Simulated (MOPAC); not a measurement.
# C2H5FSi (SMILES F[SiH]1CC1) at 6 levels

Aim: a comparison of 6 runs (AM1, MNDO, PM3, PM6, PM6-D3H4, PM7) of C2H5FSi. 

Program for the calculation: MOPAC 23.2.5.

5 further runs of the same task are left out: 5 set aside as unsound or not needed.

### 1 The structure to begin with

C2H5FSi: 9 atoms, total charge 0, spin state singlet. As SMILES, `F[SiH]1CC1`. Geometry: relaxed at GFN2-xTB.

Bond lengths: F1–Si2 1.615 Å, Si2–C3 1.872 Å, Si2–C4 1.872 Å, C3–C4 1.554 Å, Si2–H5 1.436 Å, C3–H6 1.081 Å, C3–H7 1.081 Å, C4–H8 1.082 Å, C4–H9 1.080 Å. Some angles: F1–Si2–C3 116.9°, F1–Si2–C4 116.8°, C3–Si2–C4 49.0°, Si2–C3–C4 65.5°, Si2–C4–C3 65.5°, F1–Si2–H5 107.4°, C3–Si2–H5 128.1°, C4–Si2–H5 128.4°, Si2–C3–H6 120.6°, Si2–C3–H7 120.9°.

### 2 Energy and forces at AM1 (run 1)

Input file calc.mop:

```
AM1 DISP GRADIENTS BONDS 1SCF AUX(PRECISION=6) THREADS=1
gradient of C2H5FSi

F -0.566550 1 -0.468250 1 -2.231530 1
Si -0.410230 1 0.466650 1 -0.924260 1
C 0.930060 1 0.000430 1 0.296530 1
C -0.508240 1 -0.386390 1 0.738670 1
H -0.864030 1 1.781380 1 -1.281130 1
H 1.596580 1 -0.826260 1 0.092400 1
H 1.415380 1 0.752130 1 0.902390 1
H -0.710970 1 -1.447510 1 0.794570 1
H -0.881990 1 0.127820 1 1.612350 1
```

Command:

```
mopac calc.mop
```

calc.out:

```text
MOPAC v23.2.5
AM1 CALCULATION RESULTS
[...]
           Empirical Formula: C2 H5 F Si  =     9 atoms
      MOLECULAR POINT GROUP   :   Cs
[...]
     SCF FIELD WAS ACHIEVED
[...]
                              SUM =        -70.98109 KCAL/MOL = FINAL HEAT OF FORMATION
          TOTAL ENERGY            =       -894.62123 EV
          ELECTRONIC ENERGY       =      -2289.47842 EV
          CORE-CORE REPULSION     =       1394.85719 EV
          COSMO AREA              =        110.90 SQUARE ANGSTROMS
          COSMO VOLUME            =         99.74 CUBIC ANGSTROMS
          GRADIENT NORM           =        100.72785          =       33.57595 PER ATOM
          IONIZATION POTENTIAL    =          9.695883 EV
          HOMO LUMO ENERGIES (EV) =         -9.696  0.588
          NO. OF FILLED LEVELS    =         12
          MOLECULAR WEIGHT        =         76.1454         POINT GROUP:  Cs
[...]
              NET ATOMIC CHARGES AND DIPOLE CONTRIBUTIONS
  ATOM NO.   TYPE          CHARGE      No. of ELECS.   s-Pop       p-Pop
    1          F          -0.439517        7.4395     1.87817     5.56134
    2         Si           1.204996        2.7950     0.76387     2.03113
    3          C          -0.495751        4.4958     1.26642     3.22933
    4          C          -0.495763        4.4958     1.26646     3.22931
    5          H          -0.220384        1.2204     1.22038
    6          H           0.114273        0.8857     0.88573
    7          H           0.108856        0.8911     0.89114
    8          H           0.114127        0.8859     0.88587
    9          H           0.109162        0.8908     0.89084
 DIPOLE           X         Y         Z       TOTAL
 POINT-CHG.    -0.504     1.936     0.056     2.001
 HYBRID         0.403    -0.731     0.672     1.072
[...]
 * JOB ENDED NORMALLY *
[...]
```

Wall time 0.04 s (1 thread of Arm Neoverse V2, shared host).

### 3 Energy and forces at MNDO (run 2)

Input file c2h5fsi.mop:

```
MNDO 1SCF BONDS DISP GRADIENTS AUX(PRECISION=6) THREADS=1
C2H5FSi

F -0.566550 1 -0.468250 1 -2.231530 1
Si -0.410230 1 0.466650 1 -0.924260 1
C 0.930060 1 0.000430 1 0.296530 1
C -0.508240 1 -0.386390 1 0.738670 1
H -0.864030 1 1.781380 1 -1.281130 1
H 1.596580 1 -0.826260 1 0.092400 1
H 1.415380 1 0.752130 1 0.902390 1
H -0.710970 1 -1.447510 1 0.794570 1
H -0.881990 1 0.127820 1 1.612350 1
```

Command:

```
mopac c2h5fsi.mop
```

c2h5fsi.out:

```text
MOPAC v23.2.5
MNDO CALCULATION RESULTS
[...]
           Empirical Formula: C2 H5 F Si  =     9 atoms
      MOLECULAR POINT GROUP   :   Cs
[...]
     SCF FIELD WAS ACHIEVED
[...]
                              SUM =        -75.30472 KCAL/MOL = FINAL HEAT OF FORMATION
          TOTAL ENERGY            =       -894.95847 EV
          ELECTRONIC ENERGY       =      -2291.77130 EV
          CORE-CORE REPULSION     =       1396.81284 EV
          COSMO AREA              =        110.90 SQUARE ANGSTROMS
          COSMO VOLUME            =         99.74 CUBIC ANGSTROMS
          GRADIENT NORM           =        100.75863          =       33.58621 PER ATOM
          IONIZATION POTENTIAL    =          9.300494 EV
          HOMO LUMO ENERGIES (EV) =         -9.300  1.147
          NO. OF FILLED LEVELS    =         12
          MOLECULAR WEIGHT        =         76.1454         POINT GROUP:  Cs
[...]
              NET ATOMIC CHARGES AND DIPOLE CONTRIBUTIONS
  ATOM NO.   TYPE          CHARGE      No. of ELECS.   s-Pop       p-Pop
    1          F          -0.491520        7.4915     1.87107     5.62045
    2         Si           1.313698        2.6863     0.96217     1.72413
    3          C          -0.358454        4.3585     1.26570     3.09275
    4          C          -0.358038        4.3580     1.26563     3.09241
    5          H          -0.234307        1.2343     1.23431
    6          H           0.034287        0.9657     0.96571
    7          H           0.029988        0.9700     0.97001
    8          H           0.033965        0.9660     0.96604
    9          H           0.030381        0.9696     0.96962
 DIPOLE           X         Y         Z       TOTAL
 POINT-CHG.    -0.784     2.464    -0.393     2.615
 HYBRID         0.395    -0.681     0.691     1.048
[...]
 * JOB ENDED NORMALLY *
[...]
```

It took 0.04 s on 1 thread of Arm Neoverse V2, shared host.

Run 3 isn't shown in full; the table further down has it.

### 4 Energy and forces at PM6 (run 4)

Input file calc.mop:

```
PM6 1SCF BONDS GRADIENTS DISP AUX(PRECISION=6) THREADS=1
C2H5FSi, PM6

F     -0.566550 1    -0.468250 1    -2.231530 1
Si    -0.410230 1     0.466650 1    -0.924260 1
C      0.930060 1     0.000430 1     0.296530 1
C     -0.508240 1    -0.386390 1     0.738670 1
H     -0.864030 1     1.781380 1    -1.281130 1
H      1.596580 1    -0.826260 1     0.092400 1
H      1.415380 1     0.752130 1     0.902390 1
H     -0.710970 1    -1.447510 1     0.794570 1
H     -0.881990 1     0.127820 1     1.612350 1
```

Command:

```
mopac calc.mop
```

calc.out:

```text
MOPAC v23.2.5
PM6 CALCULATION RESULTS
[...]
           Empirical Formula: C2 H5 F Si  =     9 atoms
      MOLECULAR POINT GROUP   :   Cs
[...]
     SCF FIELD WAS ACHIEVED
[...]
                              SUM =        -68.75713 KCAL/MOL = FINAL HEAT OF FORMATION
          TOTAL ENERGY            =       -857.84254 EV
          ELECTRONIC ENERGY       =      -2183.11598 EV
          CORE-CORE REPULSION     =       1325.27344 EV
          COSMO AREA              =        110.90 SQUARE ANGSTROMS
          COSMO VOLUME            =         99.74 CUBIC ANGSTROMS
          GRADIENT NORM           =         68.14679          =       22.71560 PER ATOM
          IONIZATION POTENTIAL    =          8.869283 EV
          HOMO LUMO ENERGIES (EV) =         -8.869 -0.121
          NO. OF FILLED LEVELS    =         12
          MOLECULAR WEIGHT        =         76.1454         POINT GROUP:  Cs
[...]
 DIPOLE           X         Y         Z       TOTAL
 POINT-CHG.    -0.373     2.232     0.709     2.371
 HYBRID         0.096    -0.786    -0.337     0.861
 SUM           -0.277     1.446     0.372     1.518
[...]
 * JOB ENDED NORMALLY *
[...]
```

Run time: 0.04 s. Hardware: 1 thread of Arm Neoverse V2, shared host.

Run 5 isn't shown in full; the table further down has it.

### 5 Energy and gradient at PM7 (run 6)

Input file job.mop:

```
PM7 1SCF DISP GRADIENTS BONDS AUX(PRECISION=9) THREADS=1
C2H5FSi, PM7

F -0.566550 1 -0.468250 1 -2.231530 1
Si -0.410230 1 0.466650 1 -0.924260 1
C 0.930060 1 0.000430 1 0.296530 1
C -0.508240 1 -0.386390 1 0.738670 1
H -0.864030 1 1.781380 1 -1.281130 1
H 1.596580 1 -0.826260 1 0.092400 1
H 1.415380 1 0.752130 1 0.902390 1
H -0.710970 1 -1.447510 1 0.794570 1
H -0.881990 1 0.127820 1 1.612350 1
```

Command:

```
mopac job.mop
```

job.out:

```text
MOPAC v23.2.5
PM7 CALCULATION RESULTS
[...]
           Empirical Formula: C2 H5 F Si  =     9 atoms
      MOLECULAR POINT GROUP   :   Cs
[...]
     SCF FIELD WAS ACHIEVED
[...]
                              SUM =        -87.98746 KCAL/MOL = FINAL HEAT OF FORMATION
          TOTAL ENERGY            =       -881.85969 EV
          ELECTRONIC ENERGY       =      -2268.89202 EV
          CORE-CORE REPULSION     =       1387.03232 EV
          COSMO AREA              =        110.90 SQUARE ANGSTROMS
          COSMO VOLUME            =         99.74 CUBIC ANGSTROMS
          GRADIENT NORM           =         89.22313          =       29.74104 PER ATOM
          IONIZATION POTENTIAL    =         10.522102 EV
          HOMO LUMO ENERGIES (EV) =        -10.522 -0.221
          NO. OF FILLED LEVELS    =         12
          MOLECULAR WEIGHT        =         76.1454         POINT GROUP:  Cs
[...]
 DIPOLE           X         Y         Z       TOTAL
 POINT-CHG.     0.610     1.470     3.231     3.602
 HYBRID         0.104    -1.038    -0.543     1.176
 SUM            0.714     0.432     2.688     2.814
[...]
 * JOB ENDED NORMALLY *
[...]
```

Run time: 0.04 s. Hardware: 1 thread of Arm Neoverse V2, shared host.

### 6 Overview of the runs

```
run                level        task                  keywords  heat of formation (kcal/mol)  dipole moment (D)  HOMO energy (eV)  LUMO energy (eV)  wall time
  1                  AM1    gradient                BONDS DISP                        -70.98               1.41             -9.70              0.59     0.04 s
  2                 MNDO    gradient                BONDS DISP                        -75.30               1.85             -9.30              1.15     0.04 s
  3  PM3 (COSMO toluene)  properties  DISP ENPART MULLIK SUPER                        -66.92               1.32             -8.98              0.31     0.04 s
  4                  PM6    gradient                BONDS DISP                        -68.76               1.52             -8.87             -0.12     0.04 s
  5             PM6-D3H4    gradient                BONDS DISP                        -65.49               1.52             -8.87             -0.12     0.04 s
  6                  PM7    gradient                BONDS DISP                        -87.99               2.81            -10.52             -0.22     0.04 s
```

### 7 Outcome

| quantity | value |
| --- | --- |
| run 6: total energy | -32.40775 Eh |
| run 6: dipole moment | 2.81 D |
| run 6: HOMO energy | -10.52 eV |
| run 6: LUMO energy | -0.22 eV |
| run 6: HOMO–LUMO gap | 10.30 eV |
| run 6: dispersion energy | -0.86 kJ/mol |
| run 6: heat of formation at this unrelaxed shape | -88.0 kcal/mol |
| run 6: largest force on an atom | 1.932 eV/Å |

The dipole moment (its size) runs from 1.32 D (PM3) to 2.81 D (PM7). The two ends differ in method and solvent. The HOMO–LUMO gap runs from 8.75 eV (PM6) to 10.45 eV (MNDO). Force-field and semi-empirical energies have zeros of their own, so their totals don't compare. All runs together took 0.24 s, the longest 0.04 s.
